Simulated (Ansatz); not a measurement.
MgVCl2O in Ansatz: convergence with k mesh

Input of the first run (k mesh 2 × 2 × 2); the others differ in this setting and in those tied to it:

input.yaml

```yaml
crystal:
  lattice:
    - [6.6203369699, -1.9615760065, 0.0]
    - [6.6203369699, 1.9615760065, 0.0]
    - [-1.3957237544, 0.0, 4.0863273679]
  atoms:
    - { symbol: V, position: [-0.000762, 0.005503, 0.983015], spin: 2.0 }
    - { symbol: Cl, position: [0.62206, 0.637188, 0.109492] }
    - { symbol: Cl, position: [0.36878, 0.370311, 0.847761] }
    - { symbol: Mg, position: [0.501753, 0.488497, 0.46512] }
    - { symbol: O, position: [0.988716, 1.008476, 0.476632] }
hamiltonian:
  xc: pbe
  pseudopotentials: { kind: paw, level: accurate }
magnetization:
  spin_polarized: true
kpoints:
  mp_grid: { grid: [2, 2, 2] }
scf:
  occupations: { method: fermi_dirac, width: 0.1 }
output:
  forces: true
  stress: true
  eigenvalues: true
```

Potentials or basis: Ansatz PAW earlier set.

The run is started by

```sh
$ ansatz run input.yaml --threads 2 --pin off --max-ram 5632MiB --backend cpu --events-out ev --progress --plain --runs-dir out
```

The cell isn't the ideal one: atoms moved at random, drawn with an rms of 0.05 Å.

The cell comes from a database or a generator and needn't be the stable form of this composition.

Hardware: 2 threads of Arm Neoverse V2, with other jobs on the host.

| k mesh | energy less the tightest run, at zero smearing (meV/atom) | pressure (GPa) | largest force (eV/Å) | absolute moment (μB) | gap on the mesh (eV) | SCF cycles | CPU time (s) | peak memory (GiB) |
| --- | --- | --- | --- | --- | --- | --- | --- | --- |
| 2 × 2 × 2 | 24.38 | -1.13 | 1.000 | 3.12 | 0.629 | 13 | 16 | 0.72 |
| 3 × 3 × 3 | 1.60 | -1.36 | 1.002 | 3.11 | 0.712 | 12 | 41 | 0.72 |
| 4 × 4 × 3 | 1.42 | -1.36 | 1.002 | 3.11 | 0.729 | 12 | 71 | 0.83 |
| 4 × 4 × 4 | 0.34 | -1.38 | 1.003 | 3.11 | 0.517 | 13 | 97 | 0.94 |
| 5 × 5 × 5 | 0.05 | -1.38 | 1.002 | 3.11 | 0.644 | 11 | 170 | 1.2 |
| 6 × 6 × 6 | 0.00 | -1.38 | 1.002 | 3.11 | - | 13 | 310 | 1.8 |
| 8 × 8 × 7 | 0.01 | -1.38 | 1.002 | 3.11 | 0.547 | 11 | 600 | 3 |
| 10 × 10 × 9 | 0.00 | -1.38 | 1.002 | 3.11 | 0.514 | 13 | 1300 | 4.2 |

Against the tightest run, the energy stays within 1 meV/atom from 4 × 4 × 4 on; the pressure stays within 0.1 GPa from 3 × 3 × 3 on; the largest force stays within 0.005 eV/Å from 2 × 2 × 2 on; the absolute moment stays within 0.02 μB from 2 × 2 × 2 on. Not settled before the last step: the gap on the mesh (to 0.01 eV). Meshes of other sizes hit other points, so gaps and Fermi surfaces needn't settle smoothly. The tightest run that finished is the yardstick and may itself not be fully converged.

Caveat, for the tightest run too: odd divisions of the mesh miss points on the zone boundary, where band edges often lie, so the gap on the mesh can be too wide.
